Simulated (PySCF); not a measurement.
Runs of PySCF 2.14.0 on C3SH4. The cell holds a molecule in a box, 8 atoms: a = 13.000 Å, b = 13.000 Å, c = 11.000 Å, α = 90.00°, β = 90.00°, γ = 90.00°. 

```csv
task,level,conv_tol,grid for exchange and correlation,three-body dispersion term,frozen core bands,exxdiv,gap on the mesh (eV)
atomic charges,MN15-L,1e-07 Ha,"Becke, atom-centred",-,-,-,2.98
atomic charges,HCTH407+D3(BJ),1e-07 Ha,"Becke, atom-centred",no,-,-,(a)
MP2 correlation energy,HF,1e-08 Ha,-,-,8,ewald,10.54
excitation energies (Tamm-Dancoff),PBE0,1e-08 Ha,"Becke, atom-centred",-,8,ewald,4.30
```

Alike in all rows: potentials or basis def2-svp (all-electron); no spin polarisation; cell as given; k mesh 1 × 1 × 1; smearing fixed.

Task: Estimate the missing entries.

Result: (a) 2.32.

Caveats: this is a molecule in a periodic box at the Γ point, so its band gap is the HOMO-LUMO gap; the basis of atomic orbitals isn't converged, which shifts pressures, moduli and gaps; the basis is small and the box finite, so much correlation energy is missing and levels can be off by tenths of an eV (some runs); the iterative solver can pass over a root and still report convergence (some runs).

Runs at the PBE level aren't shown here.
